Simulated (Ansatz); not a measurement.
# TaN: the cost of one run

Method: DFT LDA, scalar-relativistic, plane waves, PAW, in Ansatz 0.2.0.

### 1 Starting point

The structure is cubic, space group Fm-3m (No. 225). The conventional cell has a = 4.348 Å, b = 4.348 Å, c = 4.348 Å, α = 90.00°, β = 90.00°, γ = 90.00°. Ta (site symmetry m-3m) is surrounded by 6 N at 2.17 Å. Around N (site symmetry m-3m) lie 6 Ta at 2.17 Å.

Structure file:

```xyz
2
Lattice="0.0000 2.1738 2.1738 2.1738 0.0000 2.1738 2.1738 2.1738 0.0000" Properties=species:S:1:pos:R:3 pbc="T T T"
Ta    2.1738    2.1738    2.1738
N     0.0000    0.0000    0.0000
```

It is the result of an earlier relaxation at this level (volume 10.27 Å³/atom; gap on the mesh: none (metal)).

### 2 Plan of the scan

The energy is mapped over a normal mode and a strain (zone-centre modes of the cell shown) (x along [1 0 0], y along [0 1 0], z along [0 0 1] of the conventional cell).

First coordinate, amplitude of mode 4 (425 cm⁻¹), largest displacement in the unstrained cell: 9 values from −0.244 Å. Second coordinate, equal normal strain along x, y and z: 7 values from −2.50 %.

Nothing else is relaxed (the pattern is fixed in fractional coordinates). Energies count from the relaxed high-symmetry cell. Points are written as (first, second).

The modes come from a phonon run on the reference cell, made beforehand.

Displacement patterns for an amplitude of 1 (Å):

```
atom      x1     y1     z1
 Ta1  -0.077  0.000  0.000
  N2   1.000  0.000  0.000
```

### 3 Point (−0.122 Å, 0.83 %)

Input file input.yaml:

```yaml
crystal:
  lattice:
    - [0.0, 2.1918784864, 2.1918784864]
    - [2.1918784864, 0.0, 2.1918784864]
    - [2.1918784864, 2.1918784864, 0.0]
  atoms:
    - { symbol: Ta, position: [0.4978278253, 0.5021721747, 0.5021721747] }
    - { symbol: "N", position: [0.028060999, -0.028060999, -0.028060999] }
basis:
  ecutwfc: 520.0
kpoints:
  mp_grid: { grid: [18, 18, 18] }
hamiltonian:
  xc: lda
  pseudopotentials: { kind: paw, azcp: { folder: soft_1 } }
scf:
  occupations: { method: gaussian, width: 0.15 }
output:
  forces: true
  stress: true
  eigenvalues: true
```

On the command line:

```console
$ ansatz run input.yaml --threads 1 --pin off --max-ram 2048MiB --backend cpu --events-out ev --progress --plain --runs-dir out
```

Q: Estimate wall time and peak memory on 1 thread of AMD EPYC 7R43 (Zen 3), shared host.

About 12 s, with a peak of 0.53 GiB.
